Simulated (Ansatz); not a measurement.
**LuCd: elastic constants**

Aim: the elastic tensor from the stress of slightly strained cells, and the moduli that follow. Runs: cell and atoms relaxed (PAW); reference run (PAW); cell relaxed at 20 GPa (PAW); at 20 GPa (PAW); strain amplitude 0.0002 (PAW).

Program: Ansatz 0.2.0. Level of theory: DFT PBEsol, frozen-core PAW, scalar-relativistic unless said. These are calculated values, not measurements.

### 1 The starting structure

Symmetry: Pm-3m, No. 221, cubic system. Conventional cell: a = 3.641 Å, b = 3.641 Å, c = 3.641 Å, α = 90.00°, β = 90.00°, γ = 90.00°. Lu (site symmetry m-3m) has 8 Cd at 3.15 Å as nearest neighbours. Cd (site symmetry m-3m) is surrounded by 8 Lu at 3.15 Å.

As a file:

```
Lu Cd
1.0
     3.64099    0.00000    0.00000
     0.00000    3.64099    0.00000
     0.00000    0.00000    3.64099
Lu Cd
1 1
Direct
  0.50000 0.50000 0.50000
  0.00000 0.00000 0.00000
```

Cartesian axes are those of the input's lattice vectors. The structure goes back to a database entry.

### 2 Cell and atoms relaxed, PAW

Contents of input.yaml:

```yaml
crystal:
  lattice:
    - [3.64099005, 0.0, 0.0]
    - [0.0, 3.64099005, 0.0]
    - [0.0, 0.0, 3.64099005]
  atoms:
    - { symbol: Lu, position: [0.5, 0.5, 0.5] }
    - { symbol: Cd, position: [0.0, 0.0, 0.0] }
kpoints:
  mp_grid: { grid: [12, 12, 12] }
scf:
  occupations: { method: fermi_dirac, width: 0.05 }
hamiltonian:
  xc: pbesol
  pseudopotentials: { kind: paw }
relax:
  f_tol: 0.002
  max_steps: 80
  cell: {}
output:
  forces: true
  stress: true
```

Launch:

```sh
ansatz run input.yaml --threads 1 --pin off --max-ram 2560MiB --backend cpu --events-out ev --progress --plain --runs-dir out
```

### 3 Reference run, PAW

Contents of input.yaml:

```yaml
crystal:
  lattice:
    - [3.60891947173, 0.0, 0.0]
    - [0.0, 3.60891947173, 0.0]
    - [0.0, 0.0, 3.60891947173]
  atoms:
    - { symbol: Lu, position: [0.5, 0.5, 0.5] }
    - { symbol: Cd, position: [0.0, 0.0, 0.0] }
kpoints:
  mp_grid: { grid: [12, 12, 12] }
scf:
  occupations: { method: fermi_dirac, width: 0.05 }
hamiltonian:
  xc: pbesol
  pseudopotentials: { kind: paw }
elastic:
  mode: relaxed_ion
  stencil: two_point
  amplitude: 0.005
```

### 4 Cell relaxed at 20 GPa, PAW

input.yaml, as its differences from that of step 3:

```diff
@@ -15,5 +15,8 @@
   pseudopotentials: { kind: paw }
-elastic:
-  mode: relaxed_ion
-  stencil: two_point
-  amplitude: 0.005
+relax:
+  f_tol: 0.002
+  max_steps: 80
+  cell: { p_target: 20 }
+output:
+  forces: true
+  stress: true
```

### 6 At 20 GPa, PAW

Contents of input.yaml:

```yaml
crystal:
  lattice:
    - [3.38861807474, 0.0, 0.0]
    - [0.0, 3.38861807474, 0.0]
    - [0.0, 0.0, 3.38861807474]
  atoms:
    - { symbol: Lu, position: [0.5, 0.5, 0.5] }
    - { symbol: Cd, position: [0.0, 0.0, 0.0] }
kpoints:
  mp_grid: { grid: [12, 12, 12] }
scf:
  occupations: { method: fermi_dirac, width: 0.05 }
hamiltonian:
  xc: pbesol
  pseudopotentials: { kind: paw }
elastic:
  mode: relaxed_ion
  stencil: two_point
  amplitude: 0.005
```

### 7 Strain amplitude 0.0002, PAW

input.yaml, as its differences from that of step 6:

```diff
@@ -2,5 +2,5 @@
   lattice:
-    - [3.38861807474, 0.0, 0.0]
-    - [0.0, 3.38861807474, 0.0]
-    - [0.0, 0.0, 3.38861807474]
+    - [3.60891947173, 0.0, 0.0]
+    - [0.0, 3.60891947173, 0.0]
+    - [0.0, 0.0, 3.60891947173]
   atoms:
@@ -18,2 +18,2 @@
   stencil: two_point
-  amplitude: 0.005
+  amplitude: 0.0002
```

(Steps that only read results are left out.)

Before running it: what results should come out? Wanted: C11; C12; C44; bulk, shear and Young's modulus; Debye temperature from sound speeds; universal anisotropy index.

The runs gave:

| quantity | value |
| --- | --- |
| C11 (PAW) | 87 GPa |
| C12 (PAW) | 61 GPa |
| C44 (PAW) | 54 GPa |
| bulk, shear and Young's modulus | 70, 31, 81 GPa |
| Debye temperature from sound speeds | 195 K |
| universal anisotropy index | 2.93 |

In words: All eigenvalues are positive, so the crystal is mechanically stable; by PAW K = 70 and G = 31 GPa, K/G = 2.26, on the ductile side of Pugh's rough line at 1.75, which was drawn for metals. Young's modulus runs from 37 to 129 GPa with direction. At 20 GPa K rises to 149 GPa. Cautions: frozen-core PAW files fitted under PBE, their cores solved anew for the functional of the run; responses of metals move with mesh and smearing.
